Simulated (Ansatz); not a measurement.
Working through an equation of state with a fit of Bi2Te3, space group R-3m

Program: Ansatz 0.2.0 through its Python package.

Run as a notebook:

**Cell 1**
```python
import ansatz as az
from ase.eos import EquationOfState
from ase.units import GPa
import numpy as np
```

**Cell 2**
```python
VECTORS = np.array([
    [2.193, 1.26612914, 10.16566667],
    [-2.193, 1.26612914, 10.16566667],
    [0.0, -2.53225828, 10.16566667],
])
SITES = [
    ("Bi", [0.4, 0.4, 0.4]),
    ("Bi", [0.6, 0.6, 0.6]),
    ("Te", [0.0, 0.0, 0.0]),
    ("Te", [0.2095, 0.2095, 0.2095]),
    ("Te", [0.7905, 0.7905, 0.7905]),
]


def crystal_on(cell):
    crystal = az.Crystal(lattice=az.Lattice.of(cell))
    for symbol, position in SITES:
        crystal = crystal.atom(symbol, position)
    return crystal
```

**Cell 3**
```python
volumes, energies, pressures = [], [], []
for scale in np.linspace(0.95, 1.07, 5):
    cell = VECTORS * scale ** (1 / 3)
    setup = (
        crystal_on(cell).calculation()
        .functional(az.Functional.PBE)
        .occupations("Fixed")
        .basis(500)
        .kpoints(6, 6, 6)
        .stress()
    )
    report = setup.run(threads=1).report
    volumes.append(abs(np.linalg.det(cell)) / len(SITES))
    energies.append(report["free_energy_ev"] / len(SITES))
    pressures.append(np.trace(report["stress_gpa"]) / 3)
    print(f"V = {volumes[-1]:8.4f} A^3/atom  F = {energies[-1]:.5f} eV/atom  P = {pressures[-1]:8.3f} GPa")
```
Output:
```text
V =  32.1779 A^3/atom  F = -9146.78666 eV/atom  P =    5.075 GPa
V =  33.1940 A^3/atom  F = -9146.81230 eV/atom  P =    3.068 GPa
V =  34.2102 A^3/atom  F = -9146.82620 eV/atom  P =    1.361 GPa
V =  35.2263 A^3/atom  F = -9146.83010 eV/atom  P =   -0.091 GPa
V =  36.2424 A^3/atom  F = -9146.82551 eV/atom  P =   -1.326 GPa
```

**Cell 4**
```python
eos = EquationOfState(volumes, energies, eos="vinet")
v0, e0, bulk = eos.fit()
print(f"V0 = {v0:.4f} A^3/atom, E0 = {e0:.5f} eV/atom, B = {bulk / GPa:.1f} GPa")
eos.plot("eos.png")
```
Output:
```text
V0 = 35.1574 A^3/atom, E0 = -9146.83012 eV/atom, B = 46.8 GPa
<Axes: title={'center': 'vinet: E: -9146.830 eV, V: 35.157 Å$^3$, B: 46.780 GPa'}, xlabel='volume [Å$^3$]', ylabel='energy [eV]'>
```

A third-order Birch-Murnaghan fit through the 5 points (the script's own form differs a little) has its minimum at 35.16 Å³ an atom, 3.8 % above the typed cell, with a bulk modulus of 47 GPa and dB/dP = 4.6. From that minimum the energy rises by 43.5 meV an atom on the compressed side and 4.6 meV on the expanded side.

Notes:
- Total energies depend on the potentials; only differences at equal settings carry meaning.
- Shape and fractional positions are held along the curve, so the bulk modulus is an upper value where they are free to relax.
- For a gap this small the mesh is coarse, and bands can meet between its points.
- Pressure is positive in compression.
- Spin-orbit coupling, which matters for elements this heavy, is left out.
- The starting cell is as deposited in a crystallographic database; the results hold for this polymorph, which needn't be the stable one.
- Timing: 75 s on 1 thread of Arm Neoverse V1, with other jobs on the host, peak memory 0.66 GiB.
